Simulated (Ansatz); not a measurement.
# BrH₂InOS: a ladder of functionals and wavefunction methods

The task here is to estimate one member of a computed series from the others.

The runs use Ansatz 0.2.0, Gaussian basis; functionals in def2-TZVPP, the program's frozen cores in correlated methods.

The runs, in order: LDA (SPW92), PBE-D4, revPBE-D4, BLYP-D4, r2SCAN-D4, B97M-V, PBE0-D4, B3LYP-D4, r2SCANh-D4, r2SCAN0-D4, HSE06-D4, BHLYP-D4, CAM-B3LYP-D4, LC-ωPBE, ωB97X-V, ωB97M-V, B2PLYP, PBE-QIDH; CCSD(T)/def2-SVP; CCSD(T)/def2-TZVPP; MP2/def2-QZVPP; extrapolation to the limit; RPA on PBE.

### Structure used throughout

The geometry comes from an earlier relaxation with PBE0-D4 in a triple-zeta def2 set; it is a stationary point. In takes the def2 core potential; no spin-orbit term is included.

SMILES `[OH][In]([SH])[Br]`, 6 atoms, charge 0, spin multiplicity 1.

Atoms are counted from 1 here; the program's logs count them from 0.

Bond lengths: O1–In2 1.971 Å, O1–H5 0.961 Å, In2–S3 2.368 Å, In2–Br4 2.442 Å, S3–H6 1.345 Å. Angles: In2–O1–H5 113.1°, O1–In2–S3 124.3°, O1–In2–Br4 115.1°, S3–In2–Br4 120.6°, In2–S3–H6 93.1°.

The first run:

in.yaml

```yaml
crystal:
  periodic: [false, false, false]
  atoms:
    - {symbol: O, position_ang: [-0.689490, 1.567730, -0.460272]}
    - {symbol: In, position_ang: [-0.424574, -0.377834, -0.288065]}
    - {symbol: S, position_ang: [1.375163, -1.382291, 0.877534]}
    - {symbol: Br, position_ang: [-2.116286, -1.755345, -1.384718]}
    - {symbol: H, position_ang: [-0.010064, 2.081232, -0.015770]}
    - {symbol: H, position_ang: [1.907352, -0.197492, 1.225091]}
basis:
  gaussian: {orbitals: def2-TZVPP}
hamiltonian: {xc: lda}
output: {orbitals: {seedname: orbitals}}
```

The run is started by

```
> ansatz run in.yaml --threads 4 --pin off --events-out ev --progress --plain --max-ram 10444MiB
```

Among the steps run: LDA; PBE-D4 (GGA); revPBE-D4 (GGA); BLYP-D4 (GGA); r2SCAN-D4 (meta-GGA); B97M-V (meta-GGA); PBE0-D4 (hybrid); B3LYP-D4 (hybrid); r2SCANh-D4 (hybrid); r2SCAN0-D4 (hybrid); HSE06-D4 (hybrid); BHLYP-D4 (hybrid); CAM-B3LYP-D4 (range-separated); LC-ωPBE (range-separated); ωB97X-V (range-separated); ωB97M-V (range-separated); B2PLYP (double hybrid); PBE-QIDH (double hybrid).

One of the session's tables, all rows but one given; the rest of the session is left out.

It belongs to the step «Frontier levels by functional». 

| functional | HOMO (eV) | LUMO (eV) | gap (eV) |
| --- | --- | --- | --- |
| LDA (SPW92) | -6.94 | -3.35 | 3.60 |
| PBE-D4 | -6.78 | -3.04 | 3.74 |
| revPBE-D4 | -6.72 | -2.92 | 3.80 |
| BLYP-D4 | -6.61 | -2.99 | 3.62 |
| r2SCAN-D4 | -7.09 | -2.83 | 4.26 |
| B97M-V | -7.12 | -2.85 | 4.27 |
| PBE0-D4 | -8.04 | -2.18 | 5.86 |
| B3LYP-D4 | -7.79 | -2.49 | 5.29 |
| r2SCANh-D4 | ? | ? | ? |
| r2SCAN0-D4 | -8.25 | -2.06 | 6.19 |
| HSE06-D4 | -7.64 | -2.55 | 5.09 |
| BHLYP-D4 | -9.14 | -1.34 | 7.81 |
| CAM-B3LYP-D4 | -9.37 | -1.26 | 8.11 |
| LC-ωPBE | -10.79 | 0.00 | 10.80 |
| ωB97X-V | -10.41 | -0.16 | 10.25 |
| ωB97M-V | -10.25 | -0.31 | 9.93 |

Estimate the missing values for r2SCANh-D4.

Worked estimate for «HOMO (eV)». Against the share of exact exchange, r2SCAN-D4 (0, -7.09), r2SCAN0-D4 (0.25, -8.25) give a slope of -4.64 per unit share; at 0.1 the line stands at -7.55.

**Answer.** HOMO (eV): -7.55; LUMO (eV): -2.53; gap (eV): 5.03. In «HOMO (eV)» the line misses by 0.00.
